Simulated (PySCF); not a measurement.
# C₂H₁₀N₂Si: electronic excitations and core binding energies

What electronic excitations and core binding energies should C₂H₁₀N₂Si (`CC[SiH](N)N`) show?

Programs: PySCF 2.14.0, with density-fitted response routines of our own. Each step states its level of theory. These are calculated values for one molecule in the gas phase, unless marked as measured. Atoms count from 0, in the outputs and in this text.

## (1) Starting geometry

15 atoms, charge 0, multiplicity 1; geometry from: GFN2-xTB.

Bonds of the start (Å): C0–C1 1.52, C1–Si2 1.91, Si2–N3 1.73, Si2–N4 1.73, C0–H5 1.09, C0–H6 1.09, C0–H7 1.09, C1–H8 1.09, C1–H9 1.09, Si2–H10 1.47, N3–H11 1.01, N3–H12 1.01, N4–H13 1.01, N4–H14 1.01.

## (2) Excited states and response: CAM-B3LYP/def2-SVPD

Job settings and geometry (Å):

```
{"job": {"kind": "uv", "xc": "CAM-B3LYP", "basis": "def2-SVPD", "nstates": 8, "ntriplets": 3}, "charge": 0, "multiplicity": 1}
C     -1.923019     0.386406    -0.682650
C     -0.508669    -0.066991    -1.024377
Si     0.532108    -0.446205     0.528503
N      0.831461     0.853273     1.626949
N      2.111966    -0.841061    -0.046444
H     -2.444513    -0.381831    -0.115662
H     -2.500962     0.592876    -1.582909
H     -1.900253     1.291795    -0.079071
H     -0.571485    -0.950857    -1.660597
H     -0.023070     0.705883    -1.622968
H     -0.166030    -1.453484     1.344650
H      0.039684     1.299658     2.059104
H      1.503835     1.550839     1.350116
H      2.190980    -1.540132    -0.766261
H      2.823554    -0.992180     0.649705
```

Method: TDDFT CAM-B3LYP/def2-SVPD, vertical, gas phase, core orbitals frozen in the response.

The run is started by

```bash
$ OMP_NUM_THREADS=1 python probes_run.py task.json out
```

One launch serves the whole session: the jobs run in the order shown.

**Question.** This job is followed by: delta-SCF UKS SCAN, pcX-2 on the ionised atom, pcseg-1 elsewhere, spin-free X2C. Predict these results of the whole session: lowest singlet (CAM-B3LYP/def2-SVPD); brightest single state of those computed; lowest triplet; C1s binding energies, SCAN/pcX-2; Si1s binding energies, SCAN/pcX-2; Si2p binding energies, SCAN/pcX-2; N1s binding energies, SCAN/pcX-2.

As calculated:

| quantity | value |
| --- | --- |
| lowest singlet (CAM-B3LYP/def2-SVPD) | 6.61 eV (187 nm), f = 0.040 |
| brightest single state of those computed | state 5, 7.71 eV, f = 0.040 |
| lowest triplet | 6.28 eV |
| C1s binding energies, SCAN/pcX-2 | C0 290.41, C1 289.70 eV |
| Si1s binding energies, SCAN/pcX-2 | Si2 1846.40 eV |
| Si2p binding energies, SCAN/pcX-2 | Si2 106.63 eV |
| N1s binding energies, SCAN/pcX-2 | N3 404.32 eV |

The first singlet state (HOMO→LUMO 0.50, HOMO→LUMO+1 0.15) lies at 6.61 eV and is weak; of the 8 states computed, the strongest absorption comes from state 5 at 7.71 eV. The lowest triplet lies 0.34 eV below the lowest singlet (triplets in Tamm-Dancoff, singlets in full TDDFT). The C1s levels kept as sound span 0.72 eV, from C1 (sp3 CH2 bonded to Si) up to C0 (methyl carbon).
